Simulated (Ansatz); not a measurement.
# PbS (Galena): the cost of one run

All numbers are computed with the Python package of Ansatz 0.2.0. Level of theory: DFT r2SCAN, plane waves, PAW.

The COD entry's cell or inner coordinates are ideal or old and differ from later refinements, so a difference from it is no clean test against experiment.

### Step 1. The system

The structure is cubic, space group Fm-3m (No. 225). The conventional cell has a = 5.931 Å, b = 5.931 Å, c = 5.931 Å, α = 90.00°, β = 90.00°, γ = 90.00°. Around Pb (site symmetry m-3m) lie 6 S at 2.97 Å. S (site symmetry m-3m) has 6 Pb at 2.97 Å as nearest neighbours.

No structure file is read: the coordinates are typed or built in the script.

### Step 2. The script

run_defect.py

```python
import warnings

import ansatz as az
import numpy as np


def main() -> None:
    warnings.simplefilter("ignore", az.DeckWarning)

    vectors = np.array([
        [0.0, 2.96575, 2.96575],
        [2.96575, 0.0, 2.96575],
        [2.96575, 2.96575, 0.0],
    ])
    cell = (
        az.Lattice.of(vectors)
        .atom("Pb", (0.0, 0.0, 0.0))
        .atom("S", (0.5, 0.5, 0.5))
    )
    host = cell.supercell(2)
    defective = host.vacancy("Pb", at=(0.0, 0.0, 0.0))

    def with_settings(structure):
        return (
            structure.calculation()
            .functional("r2SCAN")
            .kpoints(length=8)
            .occupations("fermi_dirac", width=0.05)
            .band_table()
        )


    perfect = with_settings(host).run().report
    setup = with_settings(defective)
    setup = setup.charge(-2)
    setup = setup.charged_corrections(epsilon=5.0)
    setup = setup.forces()
    out = setup.run()
    r = out.report

    n_host, n_defect = len(perfect["lattice"]["sites"]), len(r["lattice"]["sites"])
    print(f"perfect cell: {n_host} atoms, F = {perfect['free_energy_ev']:.4f} eV")
    print(f"defect cell:  {n_defect} atoms, F = {r['free_energy_ev']:.4f} eV")
    print(f"difference {r['free_energy_ev'] - perfect['free_energy_ev']:.4f} eV (no chemical potentials)")
    print(f"point-charge correction {out.charged_corrections().monopole_ev:.3f} eV at charge {-2:+d}")

    for site in out.lattice.sites:
        print(f"{site.symbol:2s}", " ".join(f"{v:8.4f}" for v in site.position_ang))


if __name__ == "__main__":
    main()
```

### Step 3. The calls as engine input

The package turns the script's settings into the engine's input (first run):

```yaml
crystal:
  lattice:
    - [0.0, 2.96575, 2.96575]
    - [2.96575, 0.0, 2.96575]
    - [2.96575, 2.96575, 0.0]
  atoms:
    - { symbol: Pb, position: [0.0, 0.0, 0.0] }
    - { symbol: S, position: [0.5, 0.5, 0.5] }
  supercell: [2, 2, 2]
kpoints:
  mp_grid:
    grid: [1, 1, 1]
hamiltonian:
  xc: r2scan
scf:
  occupations:
    method: fermi_dirac
    width: 0.05
output:
  eigenvalues: true
```

### Step 4. Launch

On the command line:

```sh
$ python run_defect.py
```

**Question.** How long does this script take on 1 thread of Arm Neoverse V2, shared host, and how much memory does it need?

About 19 s, with a peak of 1.6 GiB.
